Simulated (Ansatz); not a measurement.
# BH5OSSi: rigid scan of one bond length

How does the energy of BH5OSSi change as one bond is stretched? Wanted for BH5OSSi: a rigid scan of one bond length.

All numbers are computed with Ansatz 0.2.0, driven from Python. Level of theory: r2SCAN0/def2-SVP.

## 1. The structure

Bond lengths: B1–Si2 1.880 Å, Si2–O3 1.712 Å, Si2–S4 2.118 Å, B1–H5 1.241 Å, B1–H6 1.205 Å, Si2–H7 1.501 Å, O3–H8 1.013 Å, S4–H9 1.351 Å. Angles: B1–Si2–O3 109.1°, B1–Si2–S4 110.9°, B1–Si2–H7 108.3°, O3–Si2–S4 110.2°, O3–Si2–H7 110.5°, S4–Si2–H7 107.8°, Si2–B1–H5 120.6°, Si2–B1–H6 124.2°, H5–B1–H6 115.2°, Si2–O3–H8 102.3°, Si2–S4–H9 92.7°.

No structure file is read: the coordinates are typed or built in the script.

## 2. The script

scan_bh5ossi.py reads:

```python
import ansatz as az
import matplotlib.pyplot as plt
import numpy as np


def main() -> None:
    geometry_ang = [
        ("B", [-0.4043, 1.4399, 0.0577]),
        ("Si", [0.2644, -0.3121, 0.1973]),
        ("O", [-0.2921, -1.0101, 1.6586]),
        ("S", [-0.3461, -1.4883, -1.4545]),
        ("H", [-1.1517, 1.757, -0.8803]),
        ("H", [-0.1898, 2.3131, 0.8602]),
        ("H", [1.764, -0.2455, 0.1836]),
        ("H", [0.2442, -1.868, 1.7065]),
        ("H", [0.1997, -0.6323, -2.3462]),
    ]
    bh5ossi = az.Crystal.molecule()
    for symbol, xyz in geometry_ang:
        bh5ossi = bh5ossi.atom(symbol, xyz)

    symbols = [site.symbol for site in bh5ossi.cartesian_sites]
    start = np.array([site.position_ang for site in bh5ossi.cartesian_sites])
    axis = (start[8] - start[3]) / np.linalg.norm(start[8] - start[3])
    moving = [8]
    lengths, energies = [1.189, 1.243, 1.297, 1.351, 1.405, 1.459, 1.513, 1.594], []
    for length in lengths:
        xyz = start.copy()
        xyz[moving] += (length - np.linalg.norm(start[8] - start[3])) * axis
        point = az.Crystal.molecule()
        for symbol, place in zip(symbols, xyz):
            point = point.atom(symbol, place.tolist())
        model = point.calculation().basis(gaussian="def2-SVP").functional("R2SCAN0")
        rep = model.run(threads=1).report
        energies.append(rep["free_energy_ev"])
        print(f"r = {length:6.3f} A  E = {energies[-1]:.5f} eV  <S^2> = {abs(rep['mean_field']['state']['spin_squared']):.3f}")

    fit = np.polynomial.Polynomial.fit(lengths, np.array(energies) - min(energies), 4).convert()
    roots = [r.real for r in fit.deriv().roots() if abs(r.imag) < 1e-9 and fit.deriv(2)(r.real) > 0]
    r_e = min(roots, key=lambda r: abs(r - lengths[int(np.argmin(energies))]))
    print(f"minimum of the fit at {r_e:.4f} A, force constant {fit.deriv(2)(r_e):.2f} eV/A^2")
    plt.figure(figsize=(4.5, 3))
    plt.plot(lengths, np.array(energies) - min(energies), "o-")
    plt.xlabel("bond length (A)")
    plt.ylabel("E - E(min) (eV)")
    plt.tight_layout()
    plt.savefig("scan.png", dpi=100)


if __name__ == "__main__":
    main()
```

## 3. The calls as engine input

The package turns the script's settings into the engine's input (first run):

```yaml
crystal:
  periodic: [false, false, false]
  atoms:
    - { symbol: B, position_ang: [-0.4043, 1.4399, 0.0577] }
    - { symbol: Si, position_ang: [0.2644, -0.3121, 0.1973] }
    - { symbol: O, position_ang: [-0.2921, -1.0101, 1.6586] }
    - { symbol: S, position_ang: [-0.3461, -1.4883, -1.4545] }
    - { symbol: H, position_ang: [-1.1517, 1.757, -0.8803] }
    - { symbol: H, position_ang: [-0.1898, 2.3131, 0.8602] }
    - { symbol: H, position_ang: [1.764, -0.2455, 0.1836] }
    - { symbol: H, position_ang: [0.2442, -1.868, 1.7065] }
    - { symbol: H, position_ang: [0.13417860556023198, -0.7350598271169685, -2.2391545118689242] }
basis:
  gaussian:
    orbitals: def2-SVP
hamiltonian:
  xc: r2scan0
```

## 4. Running it

Launch:

```
$ python scan_bh5ossi.py
```

Q: Predict the main results. Wanted: range of energy; lowest point, distance.

As calculated:

| quantity | value |
| --- | --- |
| bond length at the fit's minimum | 1.3450 Å |
| runs compared | 8 |
| range of energy | 0.564 eV |
| lowest point, distance (Å) | 1.35 |

**Reading.** The curve has its lowest point inside the range, at 1.35. The ends stand 0.441 and 0.564 eV above it. The distance scanned is the script's pair 3, 8. The rest of the molecule is held rigid at a force-field or estimated start geometry, and the basis set is modest; single-reference methods fail as a bond breaks. The orbitals are restricted, so S² is zero by construction.
